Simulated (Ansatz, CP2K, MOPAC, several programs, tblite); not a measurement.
Energy against volume for Al2GaP3, ordered on the zincblende lattice (I-4m2) with 6 atoms a cell, at fixed shape and fractional coordinates, computed by several methods (PBE and r2SCAN, where shown, with plane waves in Ansatz); the cell shown is that of r2SCAN. With free coordinates or axes held, a curve is too stiff, and on another method's shape its minimum isn't the method's own volume. Space group I-4m2 (No. 119), tetragonal; a = 3.869 Å, c = 16.402 Å in the conventional setting, 20.46 Å³ an atom. Around Al lie 4 P at 2.37 Å; around P lie 4 Al at 2.37 Å; around P lie 2 Al at 2.37 Å and 2 Ga at 2.37 Å; around Ga lie 4 P at 2.37 Å. All values are calculated for a non-magnetic cell, which may be hypothetical. Energies count from each curve's lowest point; fits are third-order Birch-Murnaghan.

```yaml
crystal:
  lattice:
    - [-1.93463, 1.93463, 8.20096]
    - [1.93463, -1.93463, 8.20096]
    - [1.93463, 1.93463, -8.20096]
  atoms:
    - { symbol: Al, position: [0.83356, 0.83356, 0.00000] }
    - { symbol: P, position: [0.25000, 0.75000, 0.50000] }
    - { symbol: Al, position: [0.16644, 0.16644, 0.00000] }
    - { symbol: P, position: [0.58324, 0.08324, 0.50000] }
    - { symbol: Ga, position: [0.50000, 0.50000, 0.00000] }
    - { symbol: P, position: [0.91676, 0.41676, 0.50000] }
```

GFN1-xTB (tblite), on the shape of the cell shown, as a cluster of 108 atoms at the zone centre:
```csv
V (Å³/atom),E (meV/atom)
18.007,210.95
19.235,85.05
20.463,21.68
21.691,0.00
22.919,2.57
```
This method closes the gap of a crystal that DFT finds insulating, so its curve rests on a wrong state.
The fit gives a pressure derivative B′ of 7.9, outside the usual 2 to 7: a trait of the method or a rough curve, so no modulus is quoted.

light PBE (260 eV, its own mesh), on the shape of the cell shown:

| V (Å³/atom) | E (meV/atom) |
| --- | --- |
| 18.826 | 68.71 |
| 19.644 | 23.96 |
| 20.463 | 0.00 |
| 21.281 | 5.13 |
| 22.100 | 16.55 |
| 22.919 | 40.31 |

The points scatter about a smooth fit, as a low cutoff and a light mesh can make them, so no fit is quoted.

PBE/DZVP (CP2K), on the shape of the cell shown:

| V (Å³/atom) | E (meV/atom) |
| --- | --- |
| 18.007 | 134.82 |
| 19.235 | 39.88 |
| 20.463 | 0.00 |
| 21.691 | 0.56 |
| 22.919 | 33.64 |

V₀ = 21.03 Å³ an atom and B₀ = 81 GPa.

PM7 (MOPAC), on the shape of the cell shown, as a cluster of 108 atoms at the zone centre:
```
V (Å³/atom)  E (meV/atom)
     18.007        807.91
     19.235        423.79
     20.463        189.52
     21.691         57.89
     22.919          0.00
```
The lowest point is an end point, so the minimum isn't bracketed.

**Question.** GFN2-xTB (tblite), on the shape of the cell shown, as a cluster of 108 atoms at the zone centre, gives

| V (Å³/atom) | E (meV/atom) |
| --- | --- |
| 18.007 | 166.00 |
| 19.235 | 59.98 |
| 20.463 | 10.60 |
| 21.691 | 0.00 |
| 22.919 | 17.31 |

What equilibrium volume and bulk modulus follow?

**Answer.** V₀ = 21.47 Å³ an atom and B₀ = 66 GPa.

Spin-orbit coupling is left out.
